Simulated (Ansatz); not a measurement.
# BCl2FH10OSi4: the cost of one run

Method: PBE0-D4, def2-SVP first, then def2-TZVP; program: Ansatz 0.2.0, Gaussian basis.

152 further runs of the same task are left out: 1 that didn't finish, 151 set aside as unsound or not needed.

### 1 Where the work starts

The guess: 19 atoms, charge 0, spin multiplicity 1.

Atoms are counted from 1 here; the program's logs count them from 0.

Bond lengths: B1–Cl2 2.101 Å, B1–Cl3 1.702 Å, B1–O4 1.273 Å, Cl2–H9 1.513 Å, O4–Si5 1.707 Å, Si5–Si6 2.343 Å, Si5–Si7 2.349 Å, Si5–Si8 2.347 Å, Si6–H11 1.468 Å, Si6–H12 1.467 Å, Si6–H13 1.470 Å, Si7–H14 1.469 Å, Si7–H15 1.469 Å, Si7–H16 1.467 Å, Si8–H17 1.465 Å, Si8–H18 1.467 Å, Si8–H19 1.470 Å. Angles: Cl2–B1–Cl3 110.9°, Cl2–B1–O4 113.4°, Cl3–B1–O4 129.4°, B1–Cl2–H9 66.4°, B1–O4–Si5 147.3°, O4–Si5–Si6 97.1°, O4–Si5–Si7 104.2°, O4–Si5–Si8 103.2°, Si6–Si5–Si7 115.5°, Si6–Si5–Si8 118.0°, Si7–Si5–Si8 114.9°, Si5–Si6–H11 115.6°, Si5–Si6–H12 108.6°, Si5–Si6–H13 113.6°, H11–Si6–H12 107.0°, H11–Si6–H13 105.6°, H12–Si6–H13 105.9°, Si5–Si7–H14 114.4° and more.

As a file:

```xyz
19

B    -0.5835    0.2833    2.1902
Cl   -0.6282    2.3781    2.3399
Cl   -0.9305   -0.4401    3.6916
O     0.1517   -0.1395    1.2407
Si    0.3707   -0.3010   -0.4445
Si    2.4186   -1.4354   -0.3613
Si    0.4692    1.9113   -1.2278
Si   -1.5281   -1.5050   -1.1172
H    -1.8688    1.7900    1.7051
F    -2.2768    0.6832    1.3729
H     2.5631   -2.4038    0.7326
H     2.5934   -2.1769   -1.6155
H     3.5814   -0.5419   -0.2549
H     1.4199    2.7679   -0.5066
H    -0.8145    2.6241   -1.1807
H     0.8947    1.8925   -2.6317
H    -2.7081   -0.6701   -1.3569
H    -1.9209   -2.5627   -0.1802
H    -1.2032   -2.1539   -2.3957
```

Distances that are to change: B1–F10 1.92 Å, Cl2–H9 1.51 Å, B1–Cl2 2.10 Å, H9–F10 1.23 Å.

### 2 Relaxing the guess with the reacting distances held

File hold/in.yaml:

```yaml
crystal:
  periodic: [false, false, false]
  atoms:
    - {symbol: B, position_ang: [-0.583500, 0.283300, 2.190200]}
    - {symbol: Cl, position_ang: [-0.628200, 2.378100, 2.339900]}
    - {symbol: Cl, position_ang: [-0.930500, -0.440100, 3.691600]}
    - {symbol: O, position_ang: [0.151700, -0.139500, 1.240700]}
    - {symbol: Si, position_ang: [0.370700, -0.301000, -0.444500]}
    - {symbol: Si, position_ang: [2.418600, -1.435400, -0.361300]}
    - {symbol: Si, position_ang: [0.469200, 1.911300, -1.227800]}
    - {symbol: Si, position_ang: [-1.528100, -1.505000, -1.117200]}
    - {symbol: H, position_ang: [-1.868800, 1.790000, 1.705100]}
    - {symbol: F, position_ang: [-2.276800, 0.683200, 1.372900]}
    - {symbol: H, position_ang: [2.563100, -2.403800, 0.732600]}
    - {symbol: H, position_ang: [2.593400, -2.176900, -1.615500]}
    - {symbol: H, position_ang: [3.581400, -0.541900, -0.254900]}
    - {symbol: H, position_ang: [1.419900, 2.767900, -0.506600]}
    - {symbol: H, position_ang: [-0.814500, 2.624100, -1.180700]}
    - {symbol: H, position_ang: [0.894700, 1.892500, -2.631700]}
    - {symbol: H, position_ang: [-2.708100, -0.670100, -1.356900]}
    - {symbol: H, position_ang: [-1.920900, -2.562700, -0.180200]}
    - {symbol: H, position_ang: [-1.203200, -2.153900, -2.395700]}
basis:
  gaussian: {orbitals: def2-SVP}
hamiltonian: {xc: pbe0, dispersion: d4}
relax: {f_tol: 0.04, max_steps: 150, escape_saddle: false, constraints: [{distance: [0, 9]}, {distance: [1, 8]}, {distance: [0, 1]}, {distance: [8, 9]}]}
```

On the command line:

```console
> ansatz run in.yaml --threads 4 --pin off --events-out ev --progress --plain --max-ram 46080MiB --backend cuda --devices 0, --max-vram 37GiB
```

**Question.** How long does this run take on 1 × a share of an NVIDIA H100 with 4 threads of AMD EPYC 7R13, shared host?

About 39 s.
